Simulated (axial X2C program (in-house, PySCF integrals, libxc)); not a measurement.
# HPrH⁺: Ω levels from open-shell CI on f1 s0 d(πδ)1

Aim: the spin–orbit levels of HPrH⁺ that arise from the configuration f1 s0 d(πδ)1 of Pr, and how they move with the bond.

Program: an in-house X2C program for linear molecules on PySCF integrals. Level of theory: two-component X2C, average-of-configuration Hartree–Fock and CI in the open shells. These are calculated values, not measurements.

All values are calculated.

### 1 Set-up

File task.json:

```json
{"zs": [1, 59, 1], "q": 1, "bas": ["dyall-v3z", "dyall-v3z", "dyall-v3z"], "r0": 2.08, "metal": 1, "shells": [[3, [0, 1, 2, 3], 1], [0, [0], 0], [2, [1, 2], 1]], "fix": 0, "emax": 2.2, "nroots": 6}
```

Keys: zs atomic numbers; q charge; bas basis sets; r0 starting distance in Å; metal index of the metal atom; shells open shells as [l, |m| values, electrons]; fix electron count of the first shell held; emax energy window in eV; nroots roots for each Ω.

Run with:

```
$ python soci.py task.json out
```

Two-component X2C with atomic mean-field Coulomb and Gaunt terms, basis H dyall-v3z, Pr dyall-v3z (cores contracted in-house). Orbitals come from Hartree–Fock averaged over the configuration Pr f1 s0 d(πδ)1; CI then distributes these electrons over the f, s, d(πδ) shells of Pr.

### 2 CI at H–Pr–H held linear, both bonds 1.956 Å

Q: Predict the outcome of this session. Wanted: lowest level of the model; next level; lowest curve, Re and ωe.

The runs gave:

```
                 quantity                      value
lowest level of the model  Ω = 2, g∥ = 2.33, 100% f2
               next level     Ω = 3, 605 cm⁻¹ higher
  lowest curve, Re and ωe       2.139 Å, 1532.9 cm⁻¹
```

What this shows: In the lowest level ⟨Sz⟩ = -0.83 and ⟨Lz⟩ = 2.83; its leading determinant has weight 0.89 among 32. From 1.956 to 2.308 Å the gap from the lowest to the fifth level goes from 3215 to 3165 cm⁻¹. Without dynamic correlation distances can be off by several hundredths of an Å, and the wavenumbers are rough. Dynamic correlation is missing, so gaps between terms are too wide and other configurations may lie lower; the lowest level listed is that of this model, not necessarily the ground state. The lowest levels belong to f2, not to the averaged configuration, so orbitals and distance suit them less well. At most 6 roots were kept for each Ω > 0 (twice that for Ω = 0) within 2.2 eV of the lowest, so higher up levels can be missing between those listed; levels with Ω > 0 are doubly degenerate and listed once, Ω = 0 levels singly. Some active spinors are only partly of the character that their shell is named for, so the shell names and counts are nominal. States that fill the shells left empty in the average are placed too high. The molecule was held linear; bending was not examined.
